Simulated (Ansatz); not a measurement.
# C3Pd: the cost of one run

Program: Ansatz 0.2.0. Level of theory: the levels named in each step. These are calculated values, not measurements.

### 1 The starting structure

Bond lengths: C1–C2 1.283 Å, C2–C3 1.289 Å, C3–Pd4 1.845 Å. Angles: C1–C2–C3 180.0°, C2–C3–Pd4 180.0°.

Coordinates:

```xyz
4

C     0.0000    0.0000   -2.0678
C     0.0000    0.0000   -0.7848
C     0.0000    0.0000    0.5039
Pd    0.0000    0.0000    2.3487
```

### 2 A rough first relaxation, PBE-D4/def2-SVP

This run stands in another session on the same molecule. It ended at:

```xyz
4

C     0.0000    0.0000   -2.0835
C     0.0000    0.0000   -0.7796
C     0.0000    0.0000    0.5305
Pd    0.0000    0.0000    2.3326
```

### 3 Relaxation, r2SCAN-D4/def2-TZVPP

input.yaml

```yaml
crystal:
  periodic: [false, false, false]
  atoms:
    - { symbol: C, position_ang: [0.0, 0.0, -2.08352933] }
    - { symbol: C, position_ang: [0.0, 0.0, -0.77958929] }
    - { symbol: C, position_ang: [0.0, 0.0, 0.53052609] }
    - { symbol: Pd, position_ang: [0.0, 0.0, 2.33258254] }
basis:
  gaussian: { orbitals: def2-TZVPP }
hamiltonian:
  xc: r2scan
  dispersion: d4
relax:
  f_tol: 0.002
  max_steps: 150
```

Launch:

```bash
ansatz run input.yaml --threads 4 --pin off --max-ram 10240MiB --backend cpu --events-out ev --progress --plain --runs-dir out
```

Q: Estimate wall time and peak memory on 4 threads of Intel Xeon Platinum 8488C (Sapphire Rapids), shared host.

About 7.8 s, with a peak of 0.28 GiB.
